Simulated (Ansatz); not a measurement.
# EuMnBi2 (Immm): equation of state

An exercise on one series of results from a longer session: the logs are not shown, and one member is left open.

Method: DFT r²SCAN, scalar-relativistic, plane waves, PAW, in Ansatz 0.2.0.

### The system as given

The structure is orthorhombic, space group Immm (No. 71). The conventional cell has a = 4.529 Å, b = 4.557 Å, c = 22.534 Å, α = 90.00°, β = 90.00°, γ = 90.00°. Eu (site symmetry mm2) has 8 Bi at 3.44 to 3.47 Å and 4 Mn at 3.79 to 3.82 Å in its first shell of neighbours. Around Mn (site symmetry mm2) lie 4 Bi at 2.86 Å and 4 Mn at 3.21 Å. Bi (site symmetry mm2) has 4 Mn at 2.86 Å and 4 Eu at 3.47 Å in its first shell of neighbours. Bi (site symmetry mmm) is surrounded by 4 Bi at 3.21 Å and 4 Eu at 3.45 Å. Around Bi (site symmetry mmm) lie 4 Bi at 3.21 Å and 4 Eu at 3.44 Å.

Structure file:

```cif
data_structure
_symmetry_space_group_name_H-M 'P 1'
_symmetry_Int_Tables_number 1
_cell_length_a 11.7159
_cell_length_b 11.7159
_cell_length_c 11.7159
_cell_angle_alpha 157.712
_cell_angle_beta 157.569
_cell_angle_gamma 31.829
_cell_volume 232.55
loop_
_atom_site_label
_atom_site_type_symbol
_atom_site_fract_x
_atom_site_fract_y
_atom_site_fract_z
_atom_site_occupancy
Eu1 Eu 0.11472 0.11472 0.00000 1
Eu2 Eu 0.88528 0.88528 0.00000 1
Mn1 Mn 0.75053 0.25053 0.50000 1
Mn2 Mn 0.24947 0.74947 0.50000 1
Bi1 Bi 0.32720 0.32720 0.00000 1
Bi2 Bi 0.67280 0.67280 0.00000 1
Bi3 Bi 0.50000 0.00000 0.50000 1
Bi4 Bi 0.00000 0.50000 0.50000 1
```

An earlier run at r²SCAN left this cell at 29.069 Å³/atom and -0.02 GPa (10×10×10 mesh). The large moments point both ways and cancel.

Volume factors to run: 0.980, 1.020, 0.960, 1.040.

Set-up of the first run:

File input.yaml:

```yaml
crystal:
  lattice:
    - [-2.24923739, 2.2634383093, 11.191240214]
    - [2.24923739, -2.2634383093, 11.191240214]
    - [2.24923739, 2.2634383093, -11.191240214]
  atoms:
    - { symbol: Eu, position: [0.114717282, 0.114717282, 0.0], spin: 7.62 }
    - { symbol: Eu, position: [0.8852827744, 0.8852827744, 0.0], spin: -7.62 }
    - { symbol: Mn, position: [0.7505260037, 0.2505260037, 0.5], spin: 4.69 }
    - { symbol: Mn, position: [0.2494739736, 0.7494739736, 0.5], spin: -4.69 }
    - { symbol: Bi, position: [0.3271975958, 0.3271975958, 0.0] }
    - { symbol: Bi, position: [0.6728024165, 0.6728024165, 0.0] }
    - { symbol: Bi, position: [0.4999999753, -2.47e-08, 0.5] }
    - { symbol: Bi, position: [-2.12e-08, 0.4999999788, 0.5] }
basis:
  ecutwfc: 500
  ecutrho_ratio: 4
kpoints:
  mp_grid: { grid: [10, 10, 10] }
hamiltonian:
  xc: r2scan
scf:
  occupations: { method: gaussian, width: 0.05 }
output:
  forces: true
  stress: true
  eigenvalues: true
  populations: true
magnetization:
  spin_polarized: true
relax:
  f_tol: 0.01
  max_steps: 40
  cell: { stress_tol: 0.1, fix: [volume] }
```

Run with:

```console
$ ansatz run input.yaml --threads 8 --pin off --max-ram 22528MiB --backend cpu --events-out ev --progress --plain --runs-dir out
```

Steps of the session up to this table: Volume × 0.980; At 1.020 of the relaxed volume; Volume × 0.960; Volume × 1.040.

One table of the session follows, with a row left open; its other results are not shown here.

It belongs to the step «Energy and pressure against volume». 

```
volume (Å³/atom)  energy (meV/atom)  pressure (GPa)  moment of atom 1 (μB)
          27.906               5.66            1.62                   6.91
          28.487               1.35            0.77                   6.91
          29.069               0.00           -0.02                   6.92
          29.650                  ?               ?                      ?
          30.231               4.95           -1.32                   6.94
```

Q: Estimate the row for volume (Å³/atom) = 29.650 from the others.

Worked estimate for «energy (meV/atom)». A straight line through the neighbours (29.069, 0.00) and (30.231, 4.95) gives 0.00 + (4.95 − 0.00) × (29.650 − 29.069) / (30.231 − 29.069) = 2.47; a parabola fitted to 3 rows on both sides gives 1.20.

As computed: energy (meV/atom): 1.29; pressure (GPa): -0.70; moment of atom 1 (μB): 6.93. In «energy (meV/atom)» the line misses by +1.18 and the parabola by -0.09.

Limits of these values: Warnings in the runs' records: given moment on shells, stability check not made.
